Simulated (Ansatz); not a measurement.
# CH₃Cl₃SSiZn: small, medium and large basis sets

One table from this session's results is given with a row withheld; the runs are named, their logs left out.

The runs use Ansatz 0.2.0, Gaussian basis; one geometry, several basis sets.

Levels to be run: PBE0-D4/def2-SVP; ωB97M-V/def2-SVP; PBE0-D4/def2-QZVPP; ωB97M-V/def2-QZVPP; the functionals' def2-TZVPP values are taken from earlier runs.

## The relaxed structure

An earlier PBE0-D4 in a triple-zeta def2 set relaxation fixed the geometry.

SMILES `[CH3][Zn][S][Si](Cl)(Cl)Cl`, 10 atoms, charge 0, spin multiplicity 1.

Atoms are counted from 1 here; the program's logs count them from 0.

Bond lengths: C1–Zn2 1.932 Å, C1–H8 1.091 Å, C1–H9 1.092 Å, C1–H10 1.092 Å, Zn2–S3 2.218 Å, S3–Si4 2.070 Å, Si4–Cl5 2.034 Å, Si4–Cl6 2.034 Å, Si4–Cl7 2.077 Å. Angles: Zn2–C1–H8 111.0°, Zn2–C1–H9 109.8°, Zn2–C1–H10 109.9°, H8–C1–H9 108.8°, H8–C1–H10 108.7°, H9–C1–H10 108.5°, C1–Zn2–S3 171.2°, Zn2–S3–Si4 93.1°, S3–Si4–Cl5 113.2°, S3–Si4–Cl6 113.2°, S3–Si4–Cl7 109.8°, Cl5–Si4–Cl6 107.3°, Cl5–Si4–Cl7 106.5°, Cl6–Si4–Cl7 106.5°.

Set-up of the first run:

Input file in.yaml:

```yaml
crystal:
  periodic: [false, false, false]
  atoms:
    - {symbol: C, position_ang: [0.243823, -1.877629, 1.634951]}
    - {symbol: Zn, position_ang: [-0.586845, -0.659582, 0.385905]}
    - {symbol: S, position_ang: [-1.826849, 0.564797, -0.985866]}
    - {symbol: Si, position_ang: [-0.232277, 1.763640, -1.536832]}
    - {symbol: Cl, position_ang: [0.189143, 1.670775, -3.524918]}
    - {symbol: Cl, position_ang: [-0.506224, 3.724197, -1.068241]}
    - {symbol: Cl, position_ang: [1.484137, 1.152396, -0.539688]}
    - {symbol: H, position_ang: [-0.484113, -2.584989, 2.035197]}
    - {symbol: H, position_ang: [0.681091, -1.317448, 2.463604]}
    - {symbol: H, position_ang: [1.038093, -2.436157, 1.135887]}
basis:
  gaussian: {orbitals: def2-SVP}
hamiltonian: {xc: pbe0, dispersion: d4}
output: {orbitals: {seedname: orbitals}}
```

Started as:

```bash
ansatz run in.yaml --threads 2 --pin off --events-out ev --progress --plain --max-ram 20480MiB --backend cpu
```

Among the steps run: PBE0-D4 in def2-SVP; ωB97M-V in def2-SVP; PBE0-D4 in def2-QZVPP; ωB97M-V in def2-QZVPP.

One of the session's tables, all rows but one given; the rest of the session is left out.

It belongs to the step «Functionals by basis». 

| functional | basis | HOMO (eV) |
| --- | --- | --- |
| PBE0-D4 | def2-SVP | -7.81 |
| PBE0-D4 | def2-TZVPP | -7.89 |
| PBE0-D4 | def2-QZVPP | -7.91 |
| ωB97M-V | def2-SVP | ? |
| ωB97M-V | def2-TZVPP | -10.04 |
| ωB97M-V | def2-QZVPP | -10.07 |

**Question.** Estimate the row for ωB97M-V, def2-SVP.

The run gave: HOMO (eV): -9.90. In the column «HOMO (eV)» it lies between ωB97M-V, def2-TZVPP (-10.04) and PBE0-D4, def2-QZVPP (-7.91).
